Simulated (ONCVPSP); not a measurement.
# An ONCV potential for Fe, from input to tests

Aim: build the potential from the settings below, then test how well it stands in for the atom: other configurations, scattering, ghost states and the plane-wave cutoff that it needs.

Program: ONCVPSP 4.0.1. Reference atom: PBE, scalar-relativistic, spherical and spin-unpolarised. All values are calculated.

## Step 1: Settings

The settings as typed:

| Quantity | Value |
| --- | --- |
| element | iron (Fe, Z = 26) |
| type | optimised norm-conserving Vanderbilt (ONCV) |
| frozen core | [Ne] 3s2 |
| valence charge | 14 |
| reference configuration | 3p6 3d6 4s2 |
| partial waves | 4s: rc 2.50 bohr, ncon 3, nbas 7, qcut 2.6 1/bohr, 2 projectors, debl 1.5 Ha; 3p: rc 1.15 bohr, ncon 5, nbas 10, qcut 11.5 1/bohr, 3 projectors, debl 3.3 Ha; 3d: rc 1.55 bohr, ncon 4, nbas 9, qcut 8.6 1/bohr, 2 projectors, debl 2.1 Ha |
| local potential | polynomial inside 0.90 bohr (lpopt 5, dvloc0 0 Ha) |
| core correction | not asked for |

The outer shells as boxes (Hund's rule for the drawing; the calculation is spin-unpolarised):

```
[Ne] core
3s [↑↓]
3p [↑↓][↑↓][↑↓]
3d [↑↓][↑ ][↑ ][↑ ][↑ ]
4s [↑↓]
```

The nodes and maxima of the atom's own shells, from an earlier all-electron run, set the scale for the radii.

All-electron outer shells of the reference configuration (PBE, scalar-relativistic, ld1.x):

```
shell  level (eV)  outermost node (bohr)  outermost maximum (bohr)
   3s      -94.02                   0.33                      0.70
   3p      -60.04                   0.30                      0.72
   3d       -7.50                      –                      0.71
   4s       -5.29                   1.00                      2.41
   4p       -1.33                   1.10                      3.33
```

## Step 2: Generating the potential

Input file Fe.dat:

```
# ATOM AND REFERENCE CONFIGURATION
# atsym  z   nc   nv     iexc    psfile
  Fe 26.00    4    3        4      upf
#
#   n    l    f
    1    0    2.00
    2    0    2.00
    2    1    6.00
    3    0    2.00
    3    1    6.00
    3    2    6.00
    4    0    2.00
#
# PSEUDOPOTENTIAL AND OPTIMIZATION
# lmax
    2
#
#   l,   rc,      ep,       ncon, nbas, qcut
    0    2.50    0.00    3    7    2.60
    1    1.15    0.00    5   10   11.50
    2    1.55    0.00    4    9    8.60
#
# LOCAL POTENTIAL
# lloc, lpopt,  rc(5),   dvloc0
    4    5    0.90    0.00
#
# VANDERBILT-KLEINMAN-BYLANDER PROJECTORs
# l, nproj, debl
    0    2    1.50
    1    3    3.30
    2    2    2.10
#
# MODEL CORE CHARGE
# icmod, fcfact, rcfact
    0    0.00    0.00
#
# LOG DERIVATIVE ANALYSIS
# epsh1, epsh2, depsh
   -4.00    5.00    0.02
#
# OUTPUT GRID
# rlmax, drl
    6.00    0.01
#
# TEST CONFIGURATIONS
# ncnf
    4
# nvcnf
#   n    l    f
    3
    3    1    6.00
    3    2    6.00
    4    0    1.00
#
    3
    3    1    6.00
    3    2    6.00
    4    0    0.00
#
    3
    3    1    6.00
    3    2    5.00
    4    0    0.00
#
    3
    3    1    6.00
    3    2    7.00
    4    0    0.00
#
```

On the command line:

```
oncvpsp.x < Fe.dat > Fe.out
```

What does the calculation give? Wanted: cutoffs for 1 and 0.1 mHa per electron, occupied waves; bound ghosts; GHOST(+) flags; largest test error; largest phase difference near zero energy, channels read.

The runs gave:

| quantity | value |
| --- | --- |
| cutoffs for 1 and 0.1 mHa per electron, occupied waves | 34 Ha and 61 Ha |
| bound ghosts | s at -101.93 eV |
| GHOST(+) flags | none at low energy |
| largest test error (AE − PS) | +44 meV, for 3p6 3d7 4s0 |
| largest phase difference near zero energy, channels read | 0.000 rad |

It has a bound ghost (s), a state that the atom doesn't have, and that rules the file out. The worst unpolarised test, 3p6 3d7 4s0, is off by 44 meV on 6.6 eV; by total energies transferability rates as fair. The potential is of middling hardness: the looser tolerance needs 34 Ha. Near zero energy the phases of the channels with partial waves that could be evaluated agree within 0.001 rad. These are tests on the free atom; a crystal test is still owed.
